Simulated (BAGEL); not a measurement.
# HF/6-31G(d) (density fitting with qzvpp-jkfit, spherical functions) run of C2H4GaN (SMILES N=C=[CH][GaH2])

Aim: the vertical ionisation energy of C2H4GaN at HF/6-31G* (density fitting with qzvpp-jkfit, spherical functions), from 2 runs. 

The calculation is run with BAGEL 1.2.2.

11 further runs of the same task are left out: 7 that didn't finish, 4 set aside as unsound or not needed. Runs told in other sessions of the task aren't counted.

### Step 1. The structure to begin with

C2H4GaN: 8 atoms, total charge 0, spin state singlet. As SMILES, `N=C=[CH][GaH2]`. Geometry: relaxed at PBE0-D4/def2-TZVP.

Bond lengths: N1–C2 1.214 Å, C2–C3 1.309 Å, C3–Ga4 1.931 Å, N1–H5 1.014 Å, C3–H6 1.084 Å, Ga4–H7 1.565 Å, Ga4–H8 1.565 Å. Angles: N1–C2–C3 173.8°, C2–C3–Ga4 119.1°, C2–N1–H5 119.2°, C2–C3–H6 118.2°, Ga4–C3–H6 122.7°, C3–Ga4–H7 118.3°, C3–Ga4–H8 118.1°, H7–Ga4–H8 123.7°.

### Step 2. The energy at HF/6-31G(d) (density fitting with qzvpp-jkfit, spherical functions)

Input file job.json:

```json
{ "bagel": [

{
  "title": "molecule",
  "basis": "6-31gs.json",
  "df_basis": "qzvpp-jkfit",
  "angstrom": true,
  "geometry": [
    { "atom": "N", "xyz": [       0.336900,       2.061700,      -0.854600 ] },
    { "atom": "C", "xyz": [       0.365600,       1.114900,      -0.096000 ] },
    { "atom": "C", "xyz": [       0.472300,       0.025700,       0.622800 ] },
    { "atom": "Ga", "xyz": [      -0.381300,      -1.593600,       0.007200 ] },
    { "atom": "H", "xyz": [      -0.411400,       2.740600,      -0.770200 ] },
    { "atom": "H", "xyz": [       1.040500,       0.073900,       1.545200 ] },
    { "atom": "H", "xyz": [      -0.231900,      -2.886400,       0.876300 ] },
    { "atom": "H", "xyz": [      -1.190600,      -1.536800,      -1.330700 ] }
  ]
},

{
  "title": "hf"
},

{
  "title": "print",
  "file": "orbitals.molden",
  "orbitals": true
}

]}
```

The basis set 6-31G* is read from a file made from the Basis Set Exchange's data (not shown).

Run with:

```sh
$ BAGEL_NUM_THREADS=1 BAGEL job.json > job.out
```

The log of the run:

```text
* using 1 threads per process

  ===============================================================
  ===============================================================

  *** Geometry ***

  { "atom" : "N", "xyz" : [      0.636649,      3.896048,     -1.614960 ] },
  { "atom" : "C", "xyz" : [      0.690884,      2.106856,     -0.181414 ] },
  { "atom" : "C", "xyz" : [      0.892518,      0.048566,      1.176921 ] },
  { "atom" : "Ga", "xyz" : [     -0.720553,     -3.011468,      0.013606 ] },
  { "atom" : "H", "xyz" : [     -0.777433,      5.178983,     -1.455467 ] },
  { "atom" : "H", "xyz" : [      1.966260,      0.139651,      2.920005 ] },
  { "atom" : "H", "xyz" : [     -0.438227,     -5.454505,      1.655967 ] },
  { "atom" : "H", "xyz" : [     -2.249908,     -2.904131,     -2.514659 ] },

  Number of auxiliary basis functions:      565

  Since a DF basis is specified, we compute 2- and 3-index integrals:
    o Being stored without compression. Storage requirement is 0.030 GB

  Number of basis functions:       82
  Number of electrons      :       54

    * METHOD: MOLECULE                             0.36

  *** RHF ***

  === Nuclear Repulsion ===
   206.7590860021

      * DIIS with orbital gradients will be used.

  === RHF iteration (6-31gs.json) ===
      0      -2055.24502734          0.01621312           0.10
      1      -2055.36308287          0.01050406           0.09
      2      -2055.40992163          0.00205210           0.09
      3      -2055.41271478          0.00085870           0.09
      4      -2055.41325418          0.00023283           0.09
      5      -2055.41335076          0.00012371           0.09
      6      -2055.41336888          0.00006869           0.09
      7      -2055.41337636          0.00001294           0.08
      8      -2055.41337656          0.00000521           0.09
      9      -2055.41337658          0.00000242           0.09
     10      -2055.41337658          0.00000083           0.09
     11      -2055.41337658          0.00000025           0.09
     12      -2055.41337658          0.00000011           0.09
     13      -2055.41337658          0.00000005           0.09
     14      -2055.41337658          0.00000002           0.09
     15      -2055.41337658          0.00000001           0.09
    * SCF iteration converged.

    * Permanent dipole moment:
           (    0.415024,    -0.234960,    -0.466024) a.u.

    * METHOD: HF                                   1.68

    * METHOD: PRINT                                0.02

  ===============================================================
```

It took 2.2 s on 1 thread of Arm Neoverse V1, shared host; peak memory 0.14 GiB.

### Step 3. The doublet cation, same level

Input file input.json:

```json
{ "bagel": [

{
  "title": "molecule",
  "basis": "6-31gs.json",
  "df_basis": "qzvpp-jkfit",
  "angstrom": true,
  "geometry": [
    { "atom": "N", "xyz": [    0.336900,    2.061700,   -0.854600 ] },
    { "atom": "C", "xyz": [    0.365600,    1.114900,   -0.096000 ] },
    { "atom": "C", "xyz": [    0.472300,    0.025700,    0.622800 ] },
    { "atom": "Ga", "xyz": [   -0.381300,   -1.593600,    0.007200 ] },
    { "atom": "H", "xyz": [   -0.411400,    2.740600,   -0.770200 ] },
    { "atom": "H", "xyz": [    1.040500,    0.073900,    1.545200 ] },
    { "atom": "H", "xyz": [   -0.231900,   -2.886400,    0.876300 ] },
    { "atom": "H", "xyz": [   -1.190600,   -1.536800,   -1.330700 ] }
  ]
},
{
  "title": "uhf",
  "charge": 1,
  "nopen": 1
},
{
  "title": "print",
  "file": "orbitals.molden",
  "orbitals": true
}

]}
```

The basis set 6-31G* is read from a file made from the Basis Set Exchange's data (not shown).

Run with:

```sh
$ BAGEL_NUM_THREADS=1 BAGEL input.json > input.out
```

The log of the run:

```text
* using 1 threads per process

  ===============================================================
  ===============================================================

  *** Geometry ***

  { "atom" : "N", "xyz" : [      0.636649,      3.896048,     -1.614960 ] },
  { "atom" : "C", "xyz" : [      0.690884,      2.106856,     -0.181414 ] },
  { "atom" : "C", "xyz" : [      0.892518,      0.048566,      1.176921 ] },
  { "atom" : "Ga", "xyz" : [     -0.720553,     -3.011468,      0.013606 ] },
  { "atom" : "H", "xyz" : [     -0.777433,      5.178983,     -1.455467 ] },
  { "atom" : "H", "xyz" : [      1.966260,      0.139651,      2.920005 ] },
  { "atom" : "H", "xyz" : [     -0.438227,     -5.454505,      1.655967 ] },
  { "atom" : "H", "xyz" : [     -2.249908,     -2.904131,     -2.514659 ] },

  Number of auxiliary basis functions:      565

  Since a DF basis is specified, we compute 2- and 3-index integrals:
    o Being stored without compression. Storage requirement is 0.030 GB

  Number of basis functions:       82
  Number of electrons      :       54

    * METHOD: MOLECULE                             0.36

  *** Open-shell HF ***

  === Nuclear Repulsion ===
   206.7590860021

      * DIIS with orbital gradients will be used.

  === UHF iteration (6-31gs.json) ===
      0      -2054.78507064          0.03612955           0.18
      1      -2054.82146568          0.04179948           0.18
      2      -2054.91096457          0.03720784           0.18
      3      -2055.09317988          0.00445396           0.17
      4      -2055.10973100          0.00275703           0.18
      5      -2055.11667510          0.00118639           0.17
      6      -2055.11891077          0.00058720           0.17
      7      -2055.11931323          0.00036016           0.17
      8      -2055.11970176          0.00016370           0.18
      9      -2055.11991216          0.00008103           0.18
[... 26 lines of this table left out ...]
     36      -2055.12012863          0.00000002           0.19
     37      -2055.12012863          0.00000002           0.18
     38      -2055.12012863          0.00000001           0.18
     39      -2055.12012863          0.00000001           0.18
    * SCF iteration converged.

    * S^2 (UHF) is 0.8990

    * Permanent dipole moment:
           (   -0.270297,    -2.277961,    -0.366194) a.u.

    * METHOD: UHF                                  7.34

    * METHOD: PRINT                                0.02

  ===============================================================
```

Run time: 8.1 s. Hardware: 1 thread of Arm Neoverse V1, shared host; peak memory 0.14 GiB.

### Step 4. What came out

At HF/6-31G* (density fitting with qzvpp-jkfit, spherical functions):

| quantity | value |
| --- | --- |
| singlet C2H4GaN: total energy | -2055.41338 Eh |
| singlet C2H4GaN: dipole moment | 1.69 D |
| singlet C2H4GaN: HOMO energy | -9.51 eV |
| singlet C2H4GaN: LUMO energy | 1.25 eV |
| singlet C2H4GaN: HOMO–LUMO gap | 10.76 eV |
| doublet cation: total energy | -2055.12013 Eh |
| doublet cation: ⟨S²⟩ | 0.899 |
| vertical ionisation energy (to the doublet cation) | 7.980 eV |

**Reading.** Removing an electron at fixed nuclei costs 7.98 eV (184 kcal/mol). −ε(HOMO) before ionisation, 9.51 eV, is 1.53 eV above this ionisation energy. ⟨S²⟩ (doublet cation) is 0.90 where a pure doublet has 0.75: the reference is spin-contaminated.
